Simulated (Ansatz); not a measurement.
# Cl3HSi: the cost of one run

Program: Ansatz 0.2.0. Level of theory: RKS PBE0/def2-SVP. These are calculated values, not measurements.

## Step 1: The system as given

Bond lengths: Si1–H2 1.660 Å, Si1–Cl3 2.330 Å, Si1–Cl4 2.128 Å, Si1–Cl5 2.128 Å. Angles: H2–Si1–Cl3 52.9°, H2–Si1–Cl4 119.6°, H2–Si1–Cl5 119.6°, Cl3–Si1–Cl4 122.4°, Cl3–Si1–Cl5 122.4°, Cl4–Si1–Cl5 109.5°.

Coordinates:

```xyz
5

Si    0.0000    0.0000    0.0000
H     0.6625    0.0000    1.5220
Cl    2.2646    0.0000    0.5484
Cl   -1.0032    1.7381   -0.7093
Cl   -1.0032   -1.7381   -0.7093
```

## Step 2: A restrained relaxation towards end A

Springs on the bonds that form and break draw the guess towards this end; the thresholds are loose.

input.yaml reads:

```yaml
crystal:
  periodic: [false, false, false]
  atoms:
    - { symbol: Si, position_ang: [0.0, 0.0, 0.0] }
    - { symbol: H, position_ang: [0.6625, 0.0, 1.522] }
    - { symbol: Cl, position_ang: [2.2646, 0.0, 0.5484] }
    - { symbol: Cl, position_ang: [-1.0032, 1.7381, -0.7093] }
    - { symbol: Cl, position_ang: [-1.0032, -1.7381, -0.7093] }
basis:
  gaussian: { orbitals: def2-SVP }
hamiltonian:
  xc: pbe0
relax:
  f_tol: 0.15
  max_steps: 25
  restrain:
    - { distance: [1, 2], at: 2.57, k: 30.0 }
    - { distance: [0, 1], at: 1.46, k: 30.0 }
    - { distance: [0, 2], at: 2.13, k: 30.0 }
```

Run with:

```
$ ansatz run input.yaml --threads 1 --pin off --max-ram 2048MiB --backend cpu --events-out ev --progress --plain --runs-dir out
```

**Question.** How long does this run take on 1 thread of Arm Neoverse V1, shared host, and how much memory does it need?

About 20 s, with a peak of 0.17 GiB.
